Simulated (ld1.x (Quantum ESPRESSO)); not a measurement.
# Hf, TM: a sweep of the radius of the p waves, part 2 of 2

Aim: generate and test one potential in full, then change the radius of the p waves and see what happens to hardness, ghosts and transferability.

ld1.x (Quantum ESPRESSO) 7.5; first potential PBEsol, scalar-relativistic. Earlier steps stand in the parts before.

## (4) Does it scatter like the atom?

Taken from the files of the generation run. The phase is arctan(r·u′/u) with u = r·R, unwrapped, with energies in Ry. A pole is an energy at which the radial function vanishes at the test radius. The pseudo phase is shifted by a multiple of π to meet the all-electron one at the reference energy. Levels narrower than the energy grid can be missing from the poles. Where the grid stepped over a known ghost or core level, its pole and its step of π were put in at the level's energy. The last column is the largest difference on the grid between −1 and +1 Ry.

| channel | radius (bohr) | reference (Ry) | poles AE | poles PS | window around the reference with phases within 0.05 rad (Ry) | largest difference near zero (rad) |
| --- | --- | --- | --- | --- | --- | --- |
| s | 2.60 | -0.35 | -4.78, 2.94 | -0.37, 3.66 | -0.4 to -0.1 | 3.115 |
| p | 2.60 | -2.52 | -2.36, 4.69 | -2.36, 4.55 | the whole range | 0.036 |
| d | 2.60 | -0.15 | 0.78 | 0.78 | the whole range | 0.000 |

Phases (rad) along the scan:

```csv
E (Ry),s AE,s PS,p AE,p PS
-5.00,1.259,1.376,1.376,1.376
-4.48,-1.729,1.361,1.359,1.359
-3.96,-1.770,1.344,1.333,1.333
-3.44,-1.797,1.322,1.286,1.286
-2.92,-1.827,1.294,1.107,1.106
-2.40,-1.866,1.254,-1.530,-1.530
-1.88,-1.922,1.194,-1.738,-1.738
-1.36,-2.015,1.097,-1.809,-1.809
-0.84,-2.199,0.911,-1.875,-1.876
-0.32,-2.665,-2.663,-1.965,-1.967
0.20,-3.656,-3.532,-2.121,-2.127
0.72,-4.252,-4.147,-2.475,-2.495
1.24,-4.477,-4.402,-3.328,-3.376
1.76,-4.587,-4.528,-4.086,-4.114
2.28,-4.654,-4.602,-4.385,-4.400
2.80,-4.701,-4.653,-4.521,-4.532
3.32,-4.740,-4.691,-4.600,-4.608
3.84,-4.774,-4.723,-4.652,-4.660
4.36,-4.808,-4.752,-4.691,-4.699
4.88,-4.847,-4.780,-4.724,-4.733
```

## (5) Plane-wave convergence, by spherical Bessel functions

A separate test, outside the generator: the pseudo-atom's Hamiltonian at the reference potential is diagonalised in spherical Bessel functions j_l(qr) that vanish at 20 bohr, with q² up to the cutoff.

All-electron valence levels (Ry): 6s -0.3495, 5d -0.1470, 5p -2.5209, 6p -0.0918. The lowest levels of each channel (Ry) by cutoff; the last column sums, over occupied levels, occupation times the distance from the level at 400 Ry. A positive value at high cutoff is not a bound level.

```csv
cutoff (Ry),s #1,s #2,d #1,p #1,p #2,f #1,Σ f·Δε (mRy)
8,-0.3393,-0.0017,-0.0398,-2.1292,-0.0692,0.0977,2682.2
15,-0.3482,-0.0597,-0.1212,-2.4133,-0.0873,0.0977,724.4
25,-0.3492,-0.2452,-0.1462,-2.4351,-0.0881,0.0977,517.5
40,-0.3643,-0.3493,-0.1469,-2.5023,-0.0913,0.0977,112.3
50,-0.3654,-0.3494,-0.1470,-2.5162,-0.0921,0.0977,28.5
70,-0.3693,-0.3495,-0.1470,-2.5177,-0.0922,0.0977,19.5
90,-0.3715,-0.3495,-0.1470,-2.5197,-0.0923,0.0977,7.2
100,-0.3719,-0.3495,-0.1470,-2.5205,-0.0923,0.0977,2.3
110,-0.3720,-0.3495,-0.1470,-2.5208,-0.0923,0.0977,1.0
140,-0.3723,-0.3495,-0.1470,-2.5208,-0.0923,0.0977,0.7
400,-0.3723,-0.3495,-0.1470,-2.5209,-0.0923,0.0977,0.0
```

The sum stays within 10 mRy from 90 Ry and within 1 mRy from 110 Ry. The sum leaves out empty levels, which can need more. Ghost test: ghost state, bound below the all-electron valence or empty levels of the same l: s at -5.1 eV.

## (6) Now with radius of the p waves (bohr) = 1.88

File Hf.in:

```
 &input
   title='Hf', zed=72., rel=1, dft='PBESOL', iswitch=3,
   config='[Xe] 4f14 5d3 6s1 6p0',
   nld=3, rlderiv=2.60, eminld=-5.0, emaxld=5.0, deld=0.02
 /
 &inputp
   pseudotype=2, tm=.true., lloc=1,
   nlcc=.false.,
   file_pseudopw='Hf.UPF', file_wfcaegen='ae.wfc', file_wfcncgen='nc.wfc', file_beta='beta', file_chi='chi'
 /
3
6S  1  0   1.00   0.00  2.20  2.20  0.0
5D  3  2   3.00   0.00  2.40  2.40  0.0
5P  2  1   6.00   0.00  1.88  1.88  0.0
 &test
   configts(1)='5p6 5d3 6s1 6p0'
 /
```

Command:

```sh
ld1.x < Hf.in > Hf.out
```

The output, Hf.out (without the banner and most projector matrices):

```text
     Program LD1 v.7.5
     [... all-electron run as in step 2 ...]


     --------------------- Generating NC pseudopotential ---------------------

      Generating local pot.: lloc=1, matching radius rcloc =   1.8800

      Wfc   6S  rcut= 2.222  Using Troullier-Martins method

      Wfc   5D  rcut= 2.395  Using Troullier-Martins method

     ------------------- End of pseudopotential generation -------------------

     [... all-electron run as in step 2 ...]


     Computing logarithmic derivative in   2.59764
     Message from routine run_pseudo:
     Warning: convergence not achieved
     Computing logarithmic derivative in   2.59764
     Computing the partial wave expansion
     R is outside the sphere for l=    0 j= 0.00
       no projector for channel:   1
     R is outside the sphere for l=    2 j= 0.00

     ---------------------- Testing the pseudopotential ----------------------

     Hf
     scalar relativistic calculation

     atomic number is 72.00   valence charge is 10.00
     dft =PBESOL   lsd =0 sic =0 latt =0  beta=0.20 tr2=1.0E-14
     mesh =1271 r(mesh) =  99.31870 xmin = -7.00 dx = 0.01250

     n l     nl             e AE (Ry)        e PS (Ry)    De AE-PS (Ry)
     2 1     5P   1( 6.00)       -2.52090       -2.52090        0.00000
     3 2     5D   1( 3.00)       -0.14697       -0.14697       -0.00000
     1 0     6S   1( 1.00)       -0.34951       -0.34951       -0.00000
     3 1     6P   1( 0.00)       -0.09180       -0.09549        0.00369

     eps = 2.3E-10  iter =201

     Etot =  -30147.136839 Ry,  -15073.568420 Ha, -410172.692372 eV
     Etotps =   -62.241705 Ry,     -31.120852 Ha,    -846.841534 eV

     Ekin =      25.267739 Ry,      12.633869 Ha,     343.785103 eV
     Encl =    -128.610898 Ry,     -64.305449 Ha,   -1749.840405 eV
     Ehrt =      48.874838 Ry,      24.437419 Ha,     664.976048 eV
     Ecxc =      -8.368761 Ry,      -4.184381 Ha,    -113.862799 eV
     Epseu=       0.595377 Ry,       0.297689 Ha,       8.100520 eV

     ---------------------- End of pseudopotential test ----------------------
```

Run time: 3.1 s. Hardware: 1 thread, shared host. This counts the later configuration tests of the new file too.

The test run was repeated on this file; only its results are given.

Excitation and ionisation energies from 5p6 5d3 6s1 6p0, with the error of the potential. A star marks tests that logged a warning.

| valence configuration | charge | ΔE all-electron (eV) | error AE − PS (meV) |
| --- | --- | --- | --- |
| 5p6 5d2 6s2 6p0 * | 0 | -2.595 | -6.0 |
| 5p6 5d2 6s1 6p0 * | +1 | 5.414 | -8.2 |
| 5p6 5d2 6s0 6p0 | +2 | 19.576 | +5.7 |
| 5p6 5d2.5 6s1.5 6p0 * | 0 | -1.340 | 0.0 |
| 5p6 5d2 6s1 6p1 * | 0 | 1.268 | +72 |
| 5p6 5d2 6s0 6p2 | 0 | 5.325 | +173 |
| 5p5 5d2 6s2 6p0 * | +1 | 38.463 | -433 |

Compared with the first run, the loose cutoff goes from 90 Ry to 35 Ry, the largest error in the tests that it solved is -433 meV (5p5 5d2 6s2 6p0), a bound ghost remains (s) and the phase difference near zero goes from 3.12 to 0.23 rad.

## (7) Variant: radius of the p waves (bohr) = 2.16

Changes to Hf.in since step 6:

```diff
@@ -13,3 +13,3 @@
 5D  3  2   3.00   0.00  2.40  2.40  0.0
-5P  2  1   6.00   0.00  1.88  1.88  0.0
+5P  2  1   6.00   0.00  2.16  2.16  0.0
  &test
```

Command:

```sh
ld1.x < Hf.in > Hf.out
```

The output, Hf.out (without the banner and most projector matrices):

```text
     Program LD1 v.7.5
     [... all-electron run as in step 2 ...]


     --------------------- Generating NC pseudopotential ---------------------

      Generating local pot.: lloc=1, matching radius rcloc =   2.1600

      Wfc   6S  rcut= 2.222  Using Troullier-Martins method

      Wfc   5D  rcut= 2.395  Using Troullier-Martins method

     ------------------- End of pseudopotential generation -------------------

     [... all-electron run as in step 2 ...]


     Computing logarithmic derivative in   2.59764
     Message from routine run_pseudo:
     Warning: convergence not achieved
     Computing logarithmic derivative in   2.59764
     Computing the partial wave expansion
     R is outside the sphere for l=    0 j= 0.00
       no projector for channel:   1
     R is outside the sphere for l=    2 j= 0.00

     ---------------------- Testing the pseudopotential ----------------------

     Hf
     scalar relativistic calculation

     atomic number is 72.00   valence charge is 10.00
     dft =PBESOL   lsd =0 sic =0 latt =0  beta=0.20 tr2=1.0E-14
     mesh =1271 r(mesh) =  99.31870 xmin = -7.00 dx = 0.01250

     n l     nl             e AE (Ry)        e PS (Ry)    De AE-PS (Ry)
     2 1     5P   1( 6.00)       -2.52090       -2.52090        0.00000
     3 2     5D   1( 3.00)       -0.14697       -0.14697       -0.00000
     1 0     6S   1( 1.00)       -0.34951       -0.34951       -0.00000
     3 1     6P   1( 0.00)       -0.09180       -0.09836        0.00655  !

     eps = 1.2E-11  iter =201

     Etot =  -30147.136839 Ry,  -15073.568420 Ha, -410172.692372 eV
     Etotps =   -62.394428 Ry,     -31.197214 Ha,    -848.919440 eV

     Ekin =      25.469091 Ry,      12.734546 Ha,     346.524642 eV
     Encl =    -129.109643 Ry,     -64.554822 Ha,   -1756.626184 eV
     Ehrt =      49.031569 Ry,      24.515785 Ha,     667.108483 eV
     Ecxc =      -8.376094 Ry,      -4.188047 Ha,    -113.962567 eV
     Epseu=       0.590649 Ry,       0.295324 Ha,       8.036186 eV

     ---------------------- End of pseudopotential test ----------------------
```

It took 3.1 s on 1 thread, shared host. (Generation and the later configuration tests together.)

The test run was repeated on this file; only its results are given.

Energies count from the reference configuration 5p6 5d3 6s1 6p0; the error is all-electron less pseudo. A star marks tests that logged a warning.

```tsv
valence configuration	charge	ΔE all-electron (eV)	error AE − PS (meV)
5p6 5d2 6s2 6p0 *	0	-2.595	-4.1
5p6 5d2 6s1 6p0 *	+1	5.414	-5.5
5p6 5d2 6s0 6p0	+2	19.576	+5.9
5p6 5d2.5 6s1.5 6p0 *	0	-1.340	+0.3
5p6 5d2 6s1 6p1 *	0	1.268	+130
5p6 5d2 6s0 6p2	0	5.325	+298
5p5 5d2 6s2 6p0 *	+1	38.463	-410
```

Compared with the first run, the loose cutoff goes from 90 Ry to 25 Ry, the largest error in the tests that it solved is -410 meV (5p5 5d2 6s2 6p0), a bound ghost remains (s) and the phase difference near zero goes from 3.12 to 0.38 rad.

## (8) Results

The summary covers parts 1 to 2.

Cutoffs, loose and tight: the cutoffs (Ry, on a coarse ladder) from which the occupation-weighted sum of valence levels, in a spherical-Bessel basis at the reference potential, stays within 10 and 1 mRy of its value at 400 Ry; empty and scattering waves don't count. The number of plane waves in a given cell goes as the cutoff to the power 3/2; it is given for the loose cutoff, relative to the first potential. Test errors are all-electron less pseudo. The phase difference is the largest within 1 Ry of zero, over the channels with partial waves.

```tsv
radius of the p waves (bohr)	outcome	cutoff, loose	cutoff, tight	plane waves, relative	bound ghosts	largest test error (meV)	phase difference near zero (rad)
1.34 (first)	generated	90 Ry	110 Ry	1.00	s	+33 (4 tests unsolved)	3.115
1.88	generated	35 Ry	45 Ry	0.24	s	-433	0.226
2.16	generated	25 Ry	40 Ry	0.15	s	-410	0.384
```

**Reading.** The loose cutoff is 90 Ry at 1.34, 35 Ry at 1.88 and 25 Ry at 2.16. The largest test error is 433 meV at 1.88 and 410 meV at 2.16. Runs with unsolved tests are left out of that trend. Every potential shown has a bound ghost; this setting does not remove it.

The first potential by itself. It has a bound ghost (s), a state that the atom doesn't have, and that rules the file out. By total energies transferability is fair where solved: the largest error is 33 meV on 5.3 eV, for 5p6 5d2 6s0 6p2. Of the tests 4 gave no usable energy difference, which is a warning in itself.
